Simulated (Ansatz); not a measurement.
# CH₅GaN₂Si: basis-set convergence

One table from this session's results is given with a row withheld; the runs are named, their logs left out.

Method: one geometry, several basis sets; program: Ansatz 0.2.0, Gaussian basis.

The runs, in order: PBE0-D4/def2-SVP; ωB97M-V/def2-SVP; PBE0-D4/def2-QZVPP; ωB97M-V/def2-QZVPP; the functionals' def2-TZVPP values are taken from earlier runs.

## The relaxed structure

The geometry comes from an earlier relaxation with PBE0-D4 in a triple-zeta def2 set; it is a stationary point, not always the lowest conformer.

10 atoms, charge 0, spin multiplicity 1.

Atoms are counted from 1 here; the program's logs count them from 0.

Bond lengths: N1–C2 1.218 Å, N1–H6 1.007 Å, C2–N3 1.204 Å, N3–Si4 1.728 Å, Si4–Ga5 2.420 Å, Si4–H7 1.489 Å, Si4–H8 1.490 Å, Ga5–H9 1.573 Å, Ga5–H10 1.573 Å. Angles: C2–N1–H6 121.9°, N1–C2–N3 172.7°, C2–N3–Si4 143.3°, N3–Si4–Ga5 113.9°, N3–Si4–H7 106.9°, N3–Si4–H8 107.4°, Ga5–Si4–H7 110.2°, Ga5–Si4–H8 111.2°, H7–Si4–H8 106.9°, Si4–Ga5–H9 120.3°, Si4–Ga5–H10 121.2°, H9–Ga5–H10 118.4°.

The first run:

Input file in.yaml:

```yaml
crystal:
  periodic: [false, false, false]
  atoms:
    - {symbol: N, position_ang: [0.962719, 0.790270, 2.701771]}
    - {symbol: C, position_ang: [0.858248, 0.034452, 1.751969]}
    - {symbol: N, position_ang: [0.690947, -0.810543, 0.910712]}
    - {symbol: Si, position_ang: [-0.180754, -1.171316, -0.536581]}
    - {symbol: Ga, position_ang: [-0.960449, 0.787770, -1.724851]}
    - {symbol: H, position_ang: [1.645852, 1.530184, 2.721242]}
    - {symbol: H, position_ang: [0.729681, -1.970046, -1.402488]}
    - {symbol: H, position_ang: [-1.314773, -2.061916, -0.163093]}
    - {symbol: H, position_ang: [-1.862642, 0.634191, -3.004736]}
    - {symbol: H, position_ang: [-0.568829, 2.236946, -1.253947]}
basis:
  gaussian: {orbitals: def2-SVP}
hamiltonian: {xc: pbe0, dispersion: d4}
output: {orbitals: {seedname: orbitals}}
```

Launch:

```bash
$ ansatz run in.yaml --threads 2 --pin off --events-out ev --progress --plain --max-ram 32768MiB --backend cpu
```

Steps of the session up to this table: PBE0-D4 in def2-SVP; ωB97M-V in def2-SVP; PBE0-D4 in def2-QZVPP; ωB97M-V in def2-QZVPP.

One table of the session follows, with a row left open; its other results are not shown here.

It belongs to the step «Density functionals: the series». 

| functional | basis | HOMO (eV) | LUMO (eV) |
| --- | --- | --- | --- |
| PBE0-D4 | def2-SVP | -6.99 | -2.23 |
| PBE0-D4 | def2-TZVPP | ? | ? |
| PBE0-D4 | def2-QZVPP | -7.11 | -2.27 |
| ωB97M-V | def2-SVP | -8.99 | -0.48 |
| ωB97M-V | def2-TZVPP | -9.12 | -0.53 |
| ωB97M-V | def2-QZVPP | -9.14 | -0.63 |

Q: Estimate the row for PBE0-D4, def2-TZVPP from the others.

The run gave: HOMO (eV): -7.09; LUMO (eV): -2.25. In the column «HOMO (eV)» it lies between PBE0-D4, def2-QZVPP (-7.11) and PBE0-D4, def2-SVP (-6.99).
